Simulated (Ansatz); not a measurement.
**NaSe+ (triplet): wave-function methods side by side, cc-pVDZ**

An exercise on one series of results from a longer session: the logs are not shown, and one member is left open.

The runs use Ansatz 0.2.0, Gaussian basis; cc-pVDZ, core rule «outside noble gas», up to 19 orbitals frozen.

To be run: UHF; CCSD(T) on ROHF; CCSD(T) on UHF; BCCD(T) on ROHF; CISD as a restricted active space (open shells left free, so some higher excitations enter); CCSDT(Q) on ROHF; CCSDT(Q) on UHF; CISDTQ; Full CI.

29 further runs of the same task are left out: 14 for a known fault of the program, 7 that didn't finish, 8 set aside as unsound or not needed. Runs told in other sessions of the task aren't counted.

## The system

The geometry is a PBE0/def2-TZVP stationary point (not a proven minimum) of the parent state, kept for this charge and spin. No spin-orbit coupling is included. The filled d shell of Se may be among the frozen orbitals whatever the setting's name suggests.

2 atoms, charge 1, spin multiplicity 3.

Atoms are counted from 1 here; the program's logs count them from 0.

No contacts short enough for the rule that draws bonds.

Set-up of the first run:

in.yaml reads:

```yaml
crystal:
  periodic: [false, false, false]
  atoms:
    - {symbol: Se, position_ang: [0.000000, 0.000000, 0.000000]}
    - {symbol: Na, position_ang: [0.000000, 0.000000, 3.655800]}
basis:
  gaussian: {orbitals: cc-pVDZ}
total_charge: 1
magnetization: {spin_polarized: true, initial_magnetization: 2}
hamiltonian: {xc: hf}
output: {orbitals: {seedname: orbitals}}
```

Run with:

```
$ ansatz run in.yaml --threads 1 --pin off --events-out ev --progress --plain --max-ram 2393MiB
```

Steps of the session up to this table: UHF; CCSD(T) on ROHF; CCSD(T) on UHF; BCCD(T) on ROHF; CISD as a restricted active space (open shells left free, so some higher excitations enter); CCSDT(Q) on ROHF; CCSDT(Q) on UHF; CISDTQ; Full CI.

One table of the session follows, with a row left open; its other results are not shown here.

| method | from FCI (kcal/mol) |
| --- | --- |
| ROHF | +58.78 |
| UHF | +56.19 |
| RMP2 | +10.63 |
| UMP2 | +10.79 |
| CISD | +2.24 |
| RCCSD | +0.98 |
| UCCSD | +0.74 |
| RCCSD(T) | +0.24 |
| UCCSD(T) | +0.05 |
| BCCD(T) | +0.24 |
| RCCSDT | +0.06 |
| UCCSDT | -0.11 |
| CISDTQ | +0.02 |
| RCCSDT(Q) | 0.00 |
| UCCSDT(Q) | ? |
| FCI | 0 |

Estimate the missing values for UCCSDT(Q).

As computed: from FCI (kcal/mol): -0.17. In the column «from FCI (kcal/mol)» it is the lowest.

Caveats from the session: UCCSDT, UCCSDT(Q) fall below full CI: unrestricted runs freeze a spin-polarised core, another one than full CI's, and coupled cluster isn't variational. Levels on UHF freeze UHF's core orbitals, full CI those of ROHF, so the U rows can settle a little off it for that reason alone. Restricted and unrestricted rows rest on different reference determinants; a gap between their highest levels can come from leftover correlation error, from unlike frozen cores or from another state.
